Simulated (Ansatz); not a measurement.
**WSe2: the band gap up the ladder of functionals**

The task here is to estimate one member of a computed series from the others.

Program: Ansatz 0.2.0. PAW datasets, plane waves. (Simulation; spin polarisation is off.)

## The structure to begin with

The cell was relaxed beforehand with r2SCAN+rVV10.

The symmetry is P6_3/mmc (No. 194, hexagonal); conventional cell a = 3.300 Å, c = 13.149 Å, 20.66 Å³ an atom. W has 6 Se at 2.53 Å; Se has 3 W at 2.53 Å.

Structure file:

```cif
data_structure
_symmetry_space_group_name_H-M 'P6_3/mmc'
_symmetry_Int_Tables_number 194
_cell_length_a 3.2997
_cell_length_b 3.2997
_cell_length_c 13.1487
_cell_angle_alpha 90.000
_cell_angle_beta 90.000
_cell_angle_gamma 120.000
_cell_volume 123.98
loop_
_atom_site_label
_atom_site_type_symbol
_atom_site_symmetry_multiplicity
_atom_site_Wyckoff_symbol
_atom_site_fract_x
_atom_site_fract_y
_atom_site_fract_z
_atom_site_occupancy
W1 W 2 c 0.33333 0.66667 0.25000 1
Se1 Se 4 f 0.66667 0.33333 0.37666 1
```

Set-up of the first run:

The input, input.yaml:

```yaml
crystal:
  lattice:
    - [3.2996674462, 0.0, 0.0]
    - [-1.6498337231, 2.8575958324, 0.0]
    - [0.0, 0.0, 13.1487009077]
  atoms:
    - { symbol: W, position: [0.3333333333, 0.6666666667, 0.25] }
    - { symbol: W, position: [0.6666666667, 0.3333333333, 0.75] }
    - { symbol: Se, position: [0.6666666667, 0.3333333333, 0.3766602602] }
    - { symbol: Se, position: [0.6666666667, 0.3333333333, 0.1233397398] }
    - { symbol: Se, position: [0.3333333333, 0.6666666667, 0.8766602602] }
    - { symbol: Se, position: [0.3333333333, 0.6666666667, 0.6233397398] }
kpoints:
  mp_grid: { grid: [12, 12, 2] }
  band_path:
    path:
      - [[0.0, 0.0, 0.0], [0.5, 2.785739778064e-17, 5.197332710473e-34], [0.3333333333333, 0.3333333333333, 1.44847154766e-33], [0.0, 0.0, 0.0], [2.331214367451e-52, -7.625952753376e-51, 0.5], [0.5, 2.785739778064e-17, 0.5], [0.3333333333333, 0.3333333333333, 0.5], [2.331214367451e-52, -7.625952753376e-51, 0.5]]
      - [[0.5, 2.785739778064e-17, 0.5], [0.5, 2.785739778064e-17, 5.197332710473e-34]]
      - [[0.3333333333333, 0.3333333333333, 0.5], [0.3333333333333, 0.3333333333333, 1.44847154766e-33]]
    npoints: 10
hamiltonian:
  xc: pbe
scf:
  occupations: { method: fermi_dirac, width: 0.02 }
  n_extra_bands: 5
output:
  forces: true
  stress: true
  eigenvalues: true
```

Started as:

```console
$ ansatz run input.yaml --threads 2 --pin off --max-ram 20275MiB --backend cpu --events-out ev --progress --plain --runs-dir out
```

Among the steps run: Band structure with PBE; r2SCAN; HSE06; PBE+SOC at the same geometry; PBE0 at the same geometry.

One table of the session follows, with a row left open; its other results are not shown here.

```
  level  gap (eV)
    PBE      1.04
 r2SCAN      1.14
  HSE06      1.50
PBE+SOC         ?
   PBE0      2.15
```

Estimate the missing values for PBE+SOC.

As computed: gap (eV): 0.95. In the column «gap (eV)» it is the lowest.

Meshes: PBE 12×12×2, r2SCAN 12×12×2, HSE06 6×6×2, PBE+SOC 12×12×2, PBE0 6×6×2

To keep in mind: Spin-orbit coupling changes the PBE gap by -0.09 eV, and the other levels here lack it unless marked. Levels not so marked lack spin-orbit coupling, so their miss is not the functional's alone. Warnings in the runs' records: stress scf threshold loose, stress exchange threshold loose.
